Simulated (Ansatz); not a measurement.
**C2H3Br: taking an electron away**

Aim: the vertical ionisation energy of C2H3Br, as cation minus neutral at the neutral's geometry, on several levels, and how well −ε(HOMO) stands in for it.

Method: unrestricted cation, the program's frozen cores in correlated methods; program: Ansatz 0.2.0, Gaussian basis.

The runs, in order: UKS PBE-D4/def2-TZVPP; UKS r2SCAN-D4/def2-TZVPP; UKS PBE0-D4/def2-TZVPP; UKS B3LYP-D4/def2-TZVPP; UKS wB97X-V/def2-TZVPP; UKS wB97M-V/def2-TZVPP; UKS B2PLYP/def2-TZVPP; UHF-CCSD(T)/def2-TZVPP; UHF-MP2/def2-QZVPP; extrapolation to the limit; then −ε(HOMO) from the neutral's earlier runs with LDA (SPW92), PBE-D4, revPBE-D4, BLYP-D4, r2SCAN-D4, B97M-V, PBE0-D4, B3LYP-D4, r2SCANh-D4, r2SCAN0-D4, HSE06-D4, BHLYP-D4, CAM-B3LYP-D4, LC-ωPBE, ωB97X-V, ωB97M-V.

### Step 1. Structure used throughout

All runs share one geometry, relaxed beforehand with PBE0-D4 in a triple-zeta def2 set.

SMILES `C=CBr`, 6 atoms, charge 0, spin multiplicity 1.

Atoms are counted from 1 here; the program's logs count them from 0.

Bond lengths: C1–C2 1.319 Å, C1–H4 1.083 Å, C1–H5 1.084 Å, C2–Br3 1.881 Å, C2–H6 1.082 Å. Angles: C2–C1–H4 122.5°, C2–C1–H5 119.4°, H4–C1–H5 118.1°, C1–C2–Br3 123.4°, C1–C2–H6 124.1°, Br3–C2–H6 112.6°.

### Step 2. Cation, UKS PBE-D4/def2-TZVPP

Contents of in.yaml:

```yaml
crystal:
  periodic: [false, false, false]
  atoms:
    - {symbol: C, position_ang: [-0.543550, 0.196856, -0.480663]}
    - {symbol: C, position_ang: [0.425274, 0.015132, 0.395330]}
    - {symbol: Br, position_ang: [1.208965, -1.659951, 0.739329]}
    - {symbol: H, position_ang: [-0.957035, -0.614064, -1.066771]}
    - {symbol: H, position_ang: [-0.948532, 1.191902, -0.627193]}
    - {symbol: H, position_ang: [0.856979, 0.806124, 0.993868]}
basis:
  gaussian: {orbitals: def2-TZVPP}
total_charge: 1
magnetization: {spin_polarized: true, initial_magnetization: 1}
hamiltonian: {xc: pbe, dispersion: d4}
```

Launch:

```sh
ansatz run in.yaml --threads 4 --pin off --events-out ev --progress --plain --max-ram 10444MiB
```

The runs that follow: Cation, UKS r2SCAN-D4/def2-TZVPP; Cation, UKS PBE0-D4/def2-TZVPP; Cation, UKS B3LYP-D4/def2-TZVPP; Cation, UKS wB97X-V/def2-TZVPP; Cation, UKS wB97M-V/def2-TZVPP; Cation, UKS B2PLYP (frozen core)/def2-TZVPP; Cation, UHF-CCSD(T)/def2-TZVPP; Cation, UHF-MP2/def2-QZVPP.

Q: Predict the results of all the runs planned. Wanted: ionisation energy, CCSD(T)/CBS; nearest functional by difference; nearest −ε(HOMO); −ε(HOMO) of PBE; T1 of the cation.

As calculated:

| quantity | value |
| --- | --- |
| ionisation energy, CCSD(T)/CBS | 10.04 eV |
| nearest functional by difference | ωB97X-V (-0.22 eV) |
| nearest −ε(HOMO) | LC-ωPBE (+0.07 eV) |
| −ε(HOMO) of PBE | 6.30 eV |
| T1 of the cation | 0.033 |

By cation minus neutral, the functionals miss by 0.45 eV at most. The PBE orbital energy is 3.7 eV too small: a semilocal HOMO is no ionisation energy. Among orbital estimates LC-ωPBE comes nearest. Hartree-Fock falls 1.16 eV short, as the neutral has more correlation energy than the cation. The cation's T1 (from the report) is 0.033, near the customary mark of 0.045 for open shells, so the coupled-cluster value is less safe. Correlated methods include outer-core shells of Br, which these sets cover unevenly. With outer-core shells in play the reference is unsure by up to some tenths of an eV, so close misses can't be ranked.
